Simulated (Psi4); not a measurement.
**CH4AlO2 (SMILES C[O][Al][OH]) at UMP2/aug-cc-pVDZ (Cholesky decomposition, density fitting for correlation, cholesky tolerance 0.001, sweep point 6)**

What is the vertical ionisation energy of CH4AlO2 at UMP2/aug-cc-pVDZ (Cholesky decomposition, density fitting for correlation, cholesky tolerance 0.001, sweep point 6)? Input form: a Python script.

The calculation is run with Psi4 1.11.

2 further runs of the same task are left out: 2 set aside as unsound or not needed. Runs told in other sessions of the task aren't counted.

## (1) The structure to begin with

The species is CH4AlO2 (8 atoms), meant as a doublet with charge 0. SMILES: `C[O][Al][OH]`. The coordinates come from a PBE0-D4/def2-TZVP relaxation. This is one conformer, not always the lowest.

Bond lengths: C1–O2 1.394 Å, O2–Al3 1.683 Å, Al3–O4 1.701 Å, C1–H5 1.097 Å, C1–H6 1.095 Å, C1–H7 1.095 Å, O4–H8 0.956 Å. Angles: C1–O2–Al3 139.7°, O2–Al3–O4 116.5°, O2–C1–H5 112.7°, O2–C1–H6 110.1°, O2–C1–H7 110.0°, Al3–O4–H8 121.5°, H5–C1–H6 108.0°, H5–C1–H7 108.0°, H6–C1–H7 107.9°.

## (2) A single-point energy at UMP2/aug-cc-pVDZ (Cholesky decomposition, density fitting for correlation, cholesky tolerance 0.001, sweep point 6)

The input, ch4alo2.py:

```python
import psi4

psi4.set_memory('1600 MB')
psi4.set_num_threads(1)
psi4.core.set_output_file('ch4alo2.out', False)

mol = psi4.geometry("""
0 2
C      0.292700     1.365900    -0.669900
O     -0.035800     0.282500     0.144300
Al    -0.062600    -1.399600     0.093000
O     -0.601900    -2.191900     1.497900
H      0.661200     1.058300    -1.655900
H     -0.585400     2.002400    -0.820800
H      1.070000     1.971500    -0.192500
H     -0.646300    -3.146000     1.548200
symmetry c1
""")

psi4.set_options({
    'basis': 'aug-cc-pVDZ',
    'reference': 'uhf',
    'puream': True,
    'scf_type': 'cd',
    'num_frozen_docc': 8,
    'cholesky_tolerance': 0.001,
    'maxiter': 100,
})

e_tot = psi4.energy('mp2', molecule=mol)
print(f'mp2 energy: {e_tot:.10f} Eh')
```

Run with:

```console
$ python ch4alo2.py
```

ch4alo2.out:

```text
[...]
  Running in c1 symmetry.
[...]
  Nuclear repulsion =  149.181418560019097
[...]
  Multiplicity = 2
[...]
  Nalpha       = 20
  Nbeta        = 19
[...]
    Number of basis functions: 132
[...]
   @UHF iter   1:  -431.68330514708288   -1.07735e+00   5.53543e-03 ADIIS/DIIS
[...]
   @UHF iter  14:  -431.93265765877032   -1.43245e-11   5.11358e-09 DIIS
[...]
   @S^2 Observed:                7.528368974E-01
[...]
    Orbital Energies [Eh]
    ---------------------
    Alpha Occupied:
       1A    -58.503080     2A    -20.549552     3A    -20.541553
       4A    -11.278668     5A     -4.916040     6A     -3.231026
       7A     -3.228238     8A     -3.226440     9A     -1.331962
      10A     -1.311219    11A     -0.916085    12A     -0.687964
      13A     -0.645720    14A     -0.614523    15A     -0.605436
      16A     -0.544280    17A     -0.497743    18A     -0.461851
      19A     -0.439158    20A     -0.318078
    Alpha Virtual:
      21A      0.027430    22A      0.028226    23A      0.037230
      24A      0.042374    25A      0.069544    26A      0.070813
[...]
  @UHF Final Energy:  -431.93265765877032
   => Energetics <=
    Nuclear Repulsion Energy =            149.1814185600190967
    One-Electron Energy =                -894.9722199429877492
    Two-Electron Energy =                 313.8581437241983281
    Total Energy =                       -431.9326576587703244
  UHF NO Occupations:
  HONO-2 :   18  A 1.9996640
  HONO-1 :   19  A 1.9992362
  HONO-0 :   20  A 1.0000000
  LUNO+0 :   21  A 0.0007638
  LUNO+1 :   22  A 0.0003360
[...]
 Multipole Moments:
 ------------------------------------------------------------------------------------
     Multipole            Electronic (a.u.)      Nuclear  (a.u.)        Total (a.u.)
 ------------------------------------------------------------------------------------
 L = 1.  Multiply by 2.5417464519 to convert [e a0] to [Debye]
 Dipole X            :         -0.5709386            0.8205467            0.2496081
 Dipole Y            :         -5.3117836            4.9455392           -0.3662444
 Dipole Z            :          1.1548455           -1.8696356           -0.7147901
 Magnitude           :                                                    0.8410493
[...]
```

Standard output:

```text
mp2 energy: -432.5308750308 Eh
```

Wall time 9.9 s (1 thread of Intel Xeon Platinum 8375C at 2.90GHz (Ice Lake), shared host); peak memory 0.35 GiB.

## (3) The singlet cation

The input, run.py:

```python
import psi4

psi4.set_memory(1600000000)
psi4.set_num_threads(1)
psi4.core.set_output_file('psi4.out', False)

molecule = psi4.geometry("""
1 1
C      0.292700     1.365900    -0.669900
O     -0.035800     0.282500     0.144300
Al    -0.062600    -1.399600     0.093000
O     -0.601900    -2.191900     1.497900
H      0.661200     1.058300    -1.655900
H     -0.585400     2.002400    -0.820800
H      1.070000     1.971500    -0.192500
H     -0.646300    -3.146000     1.548200
symmetry c1
""")

psi4.set_options({
    'reference': 'rhf',
    'puream': True,
    'scf_type': 'cd',
    'num_frozen_docc': 8,
    'cholesky_tolerance': 0.001,
})

e, wfn = psi4.energy('mp2/aug-cc-pVDZ', molecule=molecule, return_wfn=True)
print('E =', round(e, 9))
```

Run with:

```console
$ python run.py
```

psi4.out:

```text
[...]
  Running in c1 symmetry.
[...]
  Nuclear repulsion =  149.181418560019097
[...]
  Multiplicity = 1
[...]
  Nalpha       = 19
  Nbeta        = 19
[...]
    Number of basis functions: 132
[...]
   @RHF iter   1:  -431.40722862655298   -8.01275e-01   5.26569e-03 DIIS/ADIIS
[...]
   @RHF iter  13:  -431.63784982995804   -2.12026e-11   5.18386e-09 DIIS
[...]
    Orbital Energies [Eh]
    ---------------------
    Doubly Occupied:
       1A    -58.820171     2A    -20.789239     3A    -20.776074
       4A    -11.445427     5A     -5.223660     6A     -3.538832
       7A     -3.538570     8A     -3.535900     9A     -1.545232
      10A     -1.532470    11A     -1.095447    12A     -0.906759
      13A     -0.839390    14A     -0.802672    15A     -0.796406
      16A     -0.744595    17A     -0.724483    18A     -0.643940
      19A     -0.636113
[...]
  @RHF Final Energy:  -431.63784982995804
   => Energetics <=
    Nuclear Repulsion Energy =            149.1814185600190967
    One-Electron Energy =                -885.7677699975899941
    Two-Electron Energy =                 304.9485016076128545
    Total Energy =                       -431.6378498299580428
[...]
 Multipole Moments:
 ------------------------------------------------------------------------------------
     Multipole            Electronic (a.u.)      Nuclear  (a.u.)        Total (a.u.)
 ------------------------------------------------------------------------------------
 L = 1.  Multiply by 2.5417464519 to convert [e a0] to [Debye]
 Dipole X            :         -0.2057843            0.8205467            0.6147624
 Dipole Y            :         -6.8088766            4.9455392           -1.8633374
 Dipole Z            :          0.0650623           -1.8696356           -1.8045733
 Magnitude           :                                                    2.6657914
[...]
```

The script printed:

```text
E = -432.243221677
```

Run time: 11 s. Hardware: 1 thread of Intel Xeon Platinum 8375C at 2.90GHz (Ice Lake), shared host; peak memory 0.35 GiB.

## (4) Results

Level: UMP2/aug-cc-pVDZ (Cholesky decomposition, density fitting for correlation, cholesky tolerance 0.001, sweep point 6), 8 core orbitals frozen.

| quantity | value |
| --- | --- |
| doublet CH4AlO2: total energy | -432.53088 Eh |
| doublet CH4AlO2: HOMO energy (Hartree–Fock orbitals) (highest over α and β) | -8.66 eV |
| doublet CH4AlO2: LUMO energy (Hartree–Fock orbitals) (lowest over α and β) | 0.29 eV |
| doublet CH4AlO2: correlation energy (8 core orbitals frozen) | -598.2 mEh |
| doublet CH4AlO2: ⟨S²⟩ of the reference determinant | 0.753 |
| singlet cation: total energy | -432.24322 Eh |
| singlet cation: HOMO energy (Hartree–Fock orbitals) | -17.31 eV |
| singlet cation: LUMO energy (Hartree–Fock orbitals) | -7.35 eV |
| singlet cation: HOMO–LUMO gap (Hartree–Fock orbitals) | 9.96 eV |
| singlet cation: correlation energy (8 core orbitals frozen) | -605.4 mEh |
| vertical ionisation energy (to the singlet cation) | 7.827 eV |

Removing an electron at fixed nuclei costs 7.83 eV (755 kJ/mol).
